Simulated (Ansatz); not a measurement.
# Ru2W: the cost of one run

Method: DFT PBE, scalar-relativistic, plane waves, PAW, in Ansatz 0.2.0.

## (1) Starting point

It takes space group Fm-3m (No. 225, cubic). Conventional cell: a = 5.771 Å, b = 5.771 Å, c = 5.771 Å, α = 90.00°, β = 90.00°, γ = 90.00°. Ru (site symmetry -43m) has 4 W at 2.50 Å as nearest neighbours. W (site symmetry m-3m) has 8 Ru at 2.50 Å as nearest neighbours.

Structure file:

```
CELL_PARAMETERS angstrom
0.00000 2.88528 2.88528
2.88528 0.00000 2.88528
2.88528 2.88528 0.00000
ATOMIC_POSITIONS crystal
Ru 0.25000 0.25000 0.25000
Ru 0.75000 0.75000 0.75000
W 0.00000 0.00000 0.00000
```

A structure generator made this guess: species swapped into a database cell of Al2Pt (Fm-3m, No. 225), with Ru on the Al sites and W on the Pt sites. The dimensions are guesses.

## (2) Probe: one point on a coarse mesh

input.yaml

```yaml
crystal:
  lattice:
    - [0.0, 2.8852774, 2.8852774]
    - [2.8852774, 0.0, 2.8852774]
    - [2.8852774, 2.8852774, 0.0]
  atoms:
    - { symbol: Ru, position: [0.25, 0.25, 0.25] }
    - { symbol: Ru, position: [0.75, 0.75, 0.75] }
    - { symbol: W, position: [0.0, 0.0, 0.0] }
basis:
  ecutwfc: 420
kpoints:
  mp_grid: { grid: [6, 6, 6] }
hamiltonian:
  xc: pbe
scf:
  occupations: { method: gaussian, width: 0.1 }
  lower_state_search: "off"
output:
  forces: true
  stress: true
  eigenvalues: true
```

Command:

```
> ansatz run input.yaml --threads 1 --pin off --max-ram 2560MiB --backend cpu --events-out ev --progress --plain --runs-dir out
```

What time and memory should one allow on 1 thread of Arm Neoverse V1, shared host?

About 1.5 s, with a peak of 0.3 GiB.
